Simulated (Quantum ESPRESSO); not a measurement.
Runs of Quantum ESPRESSO 7.5 on Sr2Re. It takes space group F-43m (No. 216, cubic). Conventional cell: a = 6.599 Å, b = 6.599 Å, c = 6.599 Å, α = 90.00°, β = 90.00°, γ = 90.00°. Around Sr (site symmetry -43m) lie 4 Sr at 2.86 Å and 4 Re at 2.86 Å. Sr (site symmetry -43m) is surrounded by 4 Sr at 2.86 Å. Re (site symmetry -43m) has 4 Sr at 2.86 Å as nearest neighbours. The cell was built by a generator and needn't be a form met in nature.

| task | level | potentials or basis | cell | k mesh | cutoff (eV) | smearing | form of the LDA correlation | nosym | most ionic steps | forc conv thr | etot conv thr | other keys | gap on the mesh (eV) | pressure (GPa) |
| --- | --- | --- | --- | --- | --- | --- | --- | --- | --- | --- | --- | --- | --- | --- |
| single point | LDA | JTH 2.0 LDA | as given | 7 × 7 × 7, shifted | 490 | gaussian 0.2 eV | PW92 | - | - | - | - | kshift = 1 × 1 × 1; mixing_ndim = 2 | none | 7.9 |
| band structure | PBEsol | PseudoDojo 0.4.1 SR LDA stringent | as given | 7 × 7 × 7 | 980 | fermi-dirac 0.136 eV | - | - | - | - | - | - | none | 11.2 |
| band structure | PBEsol | GBRV 1.5 LDA | as given | 7 × 7 × 7 | 612 | fermi-dirac 0.136 eV | - | yes | - | - | - | nosym = yes; smearing = fermi-dirac; width = 0.136 | none | 11.2 |
| relaxation of cell and atoms | B86bPBE | GBRV 1.5 PBEsol | relaxed to 0.3 kbar | 7 × 7 × 7, shifted | 612 | gaussian 0.2 eV | - | - | 40 | 0.0004 Ry/bohr | 1e-05 Ry | kshift = 1 × 1 × 1; startingwfc = atomic | none | 0.2 |
| band structure | optB86b-vdW | SSSP 1.3 efficiency PBE | as given | 7 × 7 × 7 | 748 | cold 0.05 eV | - | - | - | - | - | - | none | (a) |

Alike in all rows: no spin polarisation.

Task: Estimate the missing entries.

Result: (a) 12.1.

Caveats: the potentials were made for another functional, which shifts forces and pressure (some runs); spin-orbit coupling is left out, which moves the levels of the heavy elements (some runs); the cutoff is low for these files, which shifts pressure and relaxed volume (some runs); some levels on the path didn't converge (some runs).

A k mesh can miss the band edges, and the runs leave out spin-orbit coupling on Re, Sr.

A gap of «none» marks a metal or a gap under the smearing width.

Runs at the PBE level aren't shown here.
